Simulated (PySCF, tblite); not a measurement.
# C₃H₇FSeSi: geometry, infrared bands and NMR shifts

Aim: predict the infrared bands and NMR shifts of C₃H₇FSeSi (`C=C[Se]C[SiH2]F`).

Computed with tblite 0.8.0 and PySCF 2.14.0, with density-fitted response routines of our own, on a single molecule in the gas phase. Atoms count from 0, in the outputs and in this text.

**1. The molecule as given**

13 atoms, charge 0, multiplicity 1; geometry from: force field or distance geometry start.

Bonds of the start (Å): C0–C1 1.35, C1–Se2 1.91, Se2–C3 1.94, C3–Si4 1.86, Si4–F5 1.68, C0–H6 1.09, C0–H7 1.08, C1–H8 1.09, C3–H9 1.11, C3–H10 1.11, Si4–H11 1.48, Si4–H12 1.47.

**2. Geometry optimisation with GFN2-xTB**

Job settings and geometry (Å):

```
{"job": {"kind": "relax", "xc": "GFN2-xTB", "basis": "xTB"}, "charge": 0, "multiplicity": 1}
C      2.751100     0.131000     0.015800
C      1.849500    -0.174500    -0.935100
Se     0.259100     0.854700    -1.138200
C     -0.723500    -0.288600     0.078000
Si    -2.481200     0.309600     0.251100
F     -3.330800    -0.687400     1.304800
H      2.573000     0.980600     0.674000
H      3.651700    -0.451900     0.135700
H      2.037800    -1.028100    -1.580200
H     -0.733500    -1.337100    -0.296700
H     -0.242300    -0.276200     1.083600
H     -3.132100     0.279000    -1.074200
H     -2.483200     1.689400     0.770300
```

The run is started by

```sh
$ OMP_NUM_THREADS=1 python probes_run.py task.json out
```

The driver reads the jobs from task.json and runs them one after another.

The program printed:

```text
step      E/eV     max force
  0    -534.13925    1.938
  1    -534.24886    1.460
  2    -534.29605    0.695
  3    -534.31357    0.437
  4    -534.33080    0.320
  5    -534.33769    0.373
  6    -534.34961    0.245
  7    -534.35285    0.168
  8    -534.35523    0.142
  9    -534.35659    0.106
 10    -534.35806    0.090
 11    -534.35932    0.098
 12    -534.36041    0.109
 13    -534.36142    0.094
 14    -534.36260    0.101
 15    -534.36385    0.098
 16    -534.36507    0.094
 17    -534.36626    0.106
 18    -534.36726    0.079
 19    -534.36789    0.062
 20    -534.36824    0.046
 21    -534.36851    0.049
 22    -534.36883    0.059
 23    -534.36918    0.051
 24    -534.36946    0.040
 25    -534.36966    0.038
 26    -534.36986    0.047
 27    -534.37009    0.049
 28    -534.37030    0.042
 29    -534.37043    0.025
 30    -534.37051    0.027
 31    -534.37058    0.030
 32    -534.37065    0.027
 33    -534.37073    0.030
 34    -534.37082    0.038
 35    -534.37093    0.045
 36    -534.37114    0.060
 37    -534.37151    0.096
 38    -534.37208    0.122
 39    -534.37285    0.118
 40    -534.37390    0.121
 41    -534.37524    0.108
 42    -534.37695    0.150
 43    -534.38020    0.240
 44    -534.38554    0.345
 45    -534.38947    0.335
 46    -534.39742    0.447
 47    -534.40605    0.350
 48    -534.40878    0.389
 49    -534.41968    0.274
 50    -534.42875    0.426
 51    -534.43824    0.202
 52    -534.44486    0.208
 53    -534.44834    0.167
 54    -534.45112    0.159
 55    -534.45427    0.281
 56    -534.45644    0.135
 57    -534.45811    0.139
 58    -534.45953    0.111
 59    -534.46088    0.126
 60    -534.46254    0.101
 61    -534.46418    0.108
 62    -534.46568    0.088
 63    -534.46712    0.114
 64    -534.46842    0.145
 65    -534.46785    0.410
 66    -534.47015    0.110
 67    -534.47065    0.081
 68    -534.47163    0.050
 69    -534.47206    0.068
 70    -534.47278    0.081
 71    -534.47334    0.055
 72    -534.47396    0.053
 73    -534.47444    0.055
 74    -534.47493    0.058
 75    -534.47524    0.049
 76    -534.47562    0.058
 77    -534.47597    0.056
 78    -534.47661    0.041
 79    -534.47690    0.055
 80    -534.47718    0.043
 81    -534.47740    0.038
 82    -534.47771    0.041
 83    -534.47818    0.059
 84    -534.47878    0.067
 85    -534.47936    0.065
 86    -534.47988    0.064
 87    -534.48050    0.066
 88    -534.48137    0.077
 89    -534.48237    0.081
 90    -534.48318    0.091
 91    -534.48384    0.085
 92    -534.48456    0.058
 93    -534.48542    0.062
 94    -534.48601    0.077
 95    -534.48685    0.083
 96    -534.48766    0.092
 97    -534.48850    0.092
 98    -534.48959    0.073
 99    -534.49028    0.069
100    -534.49068    0.060
101    -534.49100    0.054
102    -534.49142    0.042
103    -534.49177    0.044
104    -534.49212    0.049
105    -534.49253    0.054
106    -534.49296    0.048
107    -534.49327    0.048
108    -534.49344    0.039
109    -534.49359    0.035
110    -534.49381    0.041
111    -534.49429    0.070
112    -534.49523    0.084
113    -534.49667    0.083
114    -534.49758    0.106
115    -534.49813    0.063
116    -534.49859    0.040
117    -534.49883    0.060
118    -534.49908    0.054
119    -534.49958    0.053
120    -534.49997    0.071
121    -534.50028    0.078
122    -534.50054    0.066
123    -534.50084    0.044
124    -534.50117    0.041
125    -534.50145    0.055
126    -534.50162    0.053
127    -534.50179    0.039
128    -534.50194    0.036
129    -534.50212    0.038
130    -534.50225    0.030
131    -534.50236    0.021
132    -534.50240    0.018
133    -534.50245    0.017
134    -534.50249    0.030
135    -534.50254    0.025
136    -534.50257    0.012
137    -534.50258    0.006
```

It took 0.68 s on 1 thread of Arm Neoverse V2, shared host.

Step by step: (not every step is listed)

```tsv
step	energy from step 0 (eV)	largest force (eV/Å)
0	0.0000	1.9376
1	-0.1096	1.4602
2	-0.1568	0.6953
3	-0.1743	0.4374
4	-0.1916	0.3204
5	-0.1984	0.3727
6	-0.2104	0.2454
7	-0.2136	0.1682
8	-0.2160	0.1420
20	-0.2290	0.0456
32	-0.2314	0.0273
44	-0.2463	0.3447
56	-0.3172	0.1349
68	-0.3324	0.0496
80	-0.3379	0.0427
92	-0.3453	0.0575
104	-0.3529	0.0493
116	-0.3593	0.0397
128	-0.3627	0.0358
132	-0.3632	0.0180
133	-0.3632	0.0173
134	-0.3632	0.0300
135	-0.3633	0.0252
136	-0.3633	0.0120
137	-0.3633	0.0059
```

Distances of close pairs at the start and the end, largest changes first:

```tsv
bond	before (Å)	after (Å)	change (Å)
Si4–F5	1.681	1.613	-0.068
C3–Si4	1.865	1.901	+0.036
Se2–C3	1.937	1.966	+0.029
C3–H10	1.115	1.091	-0.024
C0–C1	1.346	1.323	-0.023
Si4–H11	1.477	1.454	-0.023
C3–H9	1.113	1.091	-0.022
Si4–H12	1.474	1.454	-0.020
```

The next job starts from the end point, and lists it.

**3. Infrared spectrum with GFN2-xTB**

Job settings and geometry (Å):

```
{"job": {"kind": "ir", "xc": "GFN2-xTB", "basis": "xTB"}, "charge": 0, "multiplicity": 1}
C      3.182720     0.246920    -0.447737
C      1.942668    -0.148391    -0.212211
Se     0.409691     0.962721    -0.393408
C     -0.923617    -0.383228     0.133321
Si    -2.675605     0.354704     0.126809
F     -3.637695    -0.857777     0.580946
H      3.408390     1.250775    -0.767600
H      4.016513    -0.424010    -0.327675
H      1.703930    -1.153687     0.109459
H     -0.838977    -1.213247    -0.570035
H     -0.647206    -0.737542     1.127801
H     -3.109056     0.719447    -1.212629
H     -2.836144     1.383801     1.141984
```

The program printed:

```text
mode    cm-1     km/mol
  1      36.6      0.46
  2      47.8      6.67
  3      75.0      0.40
  4      80.0      1.58
  5     170.6      2.21
  6     178.0     11.22
  7     318.7      2.80
  8     470.7     57.25
  9     521.8      0.14
 10     558.4      3.04
 11     562.3     32.84
 12     580.3     24.56
 13     711.0    159.86
 14     726.9     73.00
 15     749.5     55.73
 16     764.0    231.19
 17     818.7    331.17
 18     850.6     10.79
 19     975.9     31.73
 20     986.1      3.55
 21    1009.4      9.45
 22    1111.0      7.45
 23    1215.3     49.51
 24    1379.8      5.63
 25    1409.7     18.63
 26    1632.5     80.35
 27    2334.7    334.13
 28    2344.9     92.41
 29    2954.0     19.07
 30    2954.4     14.14
 31    3030.0     16.75
 32    3094.3      5.98
 33    3121.7     29.24
```

It took 0.31 s on 1 thread of Arm Neoverse V2, shared host.

The strongest bands and the atoms that carry them (share of the mass-weighted mode):

```tsv
cm⁻¹	km/mol	atoms
471	57.2	H11 35 %, H12 35 %, Si4 11 %
711	159.9	H12 45 %, H11 44 %
727	73.0	H9 31 %, H10 30 %, C3 26 %
764	231.2	C3 30 %, Si4 28 %, H12 13 %, H11 12 %
819	331.2	F5 49 %, Si4 43 %
1632	80.3	C0 48 %, C1 43 %
2335	334.1	H12 53 %, H11 42 %
2345	92.4	H11 55 %, H12 44 %
```

**4. NMR shieldings: PBE0/pcSseg-1**

Same as in step 3 but for these lines:

```diff
@@ -1,2 +1,2 @@
-{"job": {"kind": "ir", "xc": "GFN2-xTB", "basis": "xTB"}, "charge": 0, "multiplicity": 1}
+{"job": {"kind": "nmr", "xc": "PBE0", "basis": "pcSseg-1"}, "charge": 0, "multiplicity": 1}
 C      3.182720     0.246920    -0.447737
```

Level: GIAO PBE0/pcSseg-1 NMR shielding, non-relativistic, gas phase.

The program printed:

```text
coarse grid: 51888 points
cycle   1  E = -2908.4304074396  dE = -5.759e-01  |g| = 8.885e-01  |ddm| = 3.408e+00
cycle   2  E = -2908.3643794004  dE =  6.603e-02  |g| = 9.821e-01  |ddm| = 1.104e+00
cycle   3  E = -2908.4998917425  dE = -1.355e-01  |g| = 1.981e-01  |ddm| = 8.181e-01
cycle   4  E = -2908.5061179279  dE = -6.226e-03  |g| = 4.033e-02  |ddm| = 1.631e-01
cycle   5  E = -2908.5063227086  dE = -2.048e-04  |g| = 1.616e-02  |ddm| = 3.650e-02
cycle   6  E = -2908.5063919065  dE = -6.920e-05  |g| = 2.849e-03  |ddm| = 1.628e-02
cycle   7  E = -2908.5063933369  dE = -1.430e-06  |g| = 1.495e-03  |ddm| = 3.155e-03
final grid: 107832 points
cycle   8  E = -2908.5063937722  dE =  8.572e-07  |g| = 2.444e-03  |ddm| = 3.610e-03
cycle   9  E = -2908.5063913255  dE =  2.447e-06  |g| = 4.004e-03  |ddm| = 5.349e-03
cycle  10  E = -2908.5063952526  dE = -3.927e-06  |g| = 2.730e-04  |ddm| = 3.236e-03
cycle  11  E = -2908.5063952726  dE = -1.996e-08  |g| = 3.307e-05  |ddm| = 2.484e-04
cycle  12  E = -2908.5063952727  dE = -1.328e-10  |g| = 4.483e-06  |ddm| = 2.144e-05
converged SCF energy = -2908.5063952727

GIAO shielding tensors (ppm)
atom      isotropic    diamagn.    paramagn.     s11        s22        s33       span
  0 C       65.812     252.176    -186.364    -49.605     83.087    163.954    213.559
  1 C       36.353     257.235    -220.882    -65.694     51.914    122.839    188.533
  2 Se    1585.327    2999.380   -1414.053   1160.240   1514.773   2080.970    920.730
  3 C      167.891     254.622     -86.731    134.052    178.705    190.917     56.865
  4 Si     345.337     875.860    -530.523    304.821    328.844    402.344     97.524
  5 F      391.774     464.969     -73.194    368.658    377.483    429.181     60.523
  6 H       26.223      30.683      -4.460     22.625     24.280     31.765      9.140
  7 H       25.870      28.294      -2.424     21.795     24.869     30.947      9.152
  8 H       25.327      32.408      -7.081     22.431     22.952     30.597      8.167
  9 H       29.118      31.902      -2.784     22.927     28.010     36.418     13.491
 10 H       29.187      32.121      -2.934     23.034     28.084     36.443     13.409
 11 H       26.500      28.028      -1.528     22.461     25.940     31.099      8.639
 12 H       26.493      28.095      -1.602     22.471     25.949     31.061      8.590
```

Run time: 21 s. Hardware: 1 thread of Arm Neoverse V2, shared host; peak memory 0.72 GiB.

Shifts follow as δ = σ(reference) − σ, with reference shieldings (ppm) from runs at the same level and on the same kind of geometry: 1H TMS 31.72, 13C TMS 186.9, 29Si TMS 349.2, 19F CFCl3 170.9, 77Se Me2Se 1758. The references are single molecules in the gas phase, so shifts against H2O, NH3, PH3, H3PO4 or CFCl3 are not on the usual liquid scales and can be off by tens of ppm. Atoms listed in one row are averaged.

```tsv
atoms	environment	σ (ppm)	δ (ppm)
C1	alkene CH	36.4	150.6
C0	terminal =CH2 carbon	65.8	121.1
C3	sp3 CH2 bonded to Se and Si	167.9	19.0
H8	hydrogen on an alkene CH	25.33	6.39
H7	hydrogen on a terminal =CH2 carbon	25.87	5.85
H6	hydrogen on a terminal =CH2 carbon	26.22	5.49
H11, H12	hydrogen on a silicon bonded to C, F	26.50	5.22
H9, H10	hydrogen on an sp3 CH2 bonded to Se and Si	29.15	2.56
Se2	selenium bonded to 2 C	1585	173
Si4	silicon bonded to C, F, 2 H	345.3	3.8
F5	fluorine bonded to Si	391.8	-220.8
```

Charges from the same density, by scheme (e):

```tsv
atoms	Mulliken	IAO	Hirshfeld	ESP fit
C0	-0.13	-0.33	-0.12	-0.55
C1	-0.28	-0.27	-0.08	-0.07
Se2	-0.04	0.20	0.06	-0.06
C3	-0.62	-0.68	-0.18	-0.74
Si4	0.97	1.11	0.43	0.85
F5	-0.43	-0.54	-0.21	-0.35
```

Mayer bond orders: C0–C1 1.92, C1–Se2 1.04, Se2–C3 1.02, C3–Si4 0.86, Si4–F5 0.91.

**5. Results**

| quantity | value |
| --- | --- |
| strongest single infrared mode (GFN2-xTB) | 2335 cm⁻¹, 334 km/mol |
| zero-point energy (GFN2-xTB) | 54.0 kcal/mol |
| 13C shifts against TMS (PBE0/pcSseg-1) | 150.6, 121.1, 19.0 ppm |
| 1H shifts against TMS (PBE0/pcSseg-1, means over atoms taken as alike) | 6.39, 5.85, 5.49, 5.22, 2.56 ppm |
| 77Se shifts against Me2Se (PBE0/pcSseg-1) | 173 ppm |
| 29Si shifts against TMS (PBE0/pcSseg-1) | 3.8 ppm |
| 19F shifts against CFCl3 (PBE0/pcSseg-1) | -220.8 ppm |

**Reading.** Relaxing lowered the energy by 0.363 eV in 137 steps; the close pair that moved most is Si4–F5, from 1.681 to 1.613 Å. No mode is imaginary among the 33: a minimum at this level. The strongest single mode, at 2335 cm⁻¹, moves mainly H12 and H11. GFN2-xTB is a fitted tight-binding method: band positions and strengths are rough. Its intensities can rank the bands wrongly. C1 (alkene CH) lies farthest downfield among carbon, at 150.6 ppm; the olefinic region. H8 (hydrogen on an alkene CH) lies farthest downfield among hydrogen, at 6.39 ppm; attached to an sp2 carbon and in the plane of the double bond. At PBE0/pcSseg-1: The largest span, 921 ppm, is at Se2, where the paramagnetic term is -1414 ppm. Spin-orbit coupling is left out, which matters for shieldings and couplings at and beside the heavy atoms.
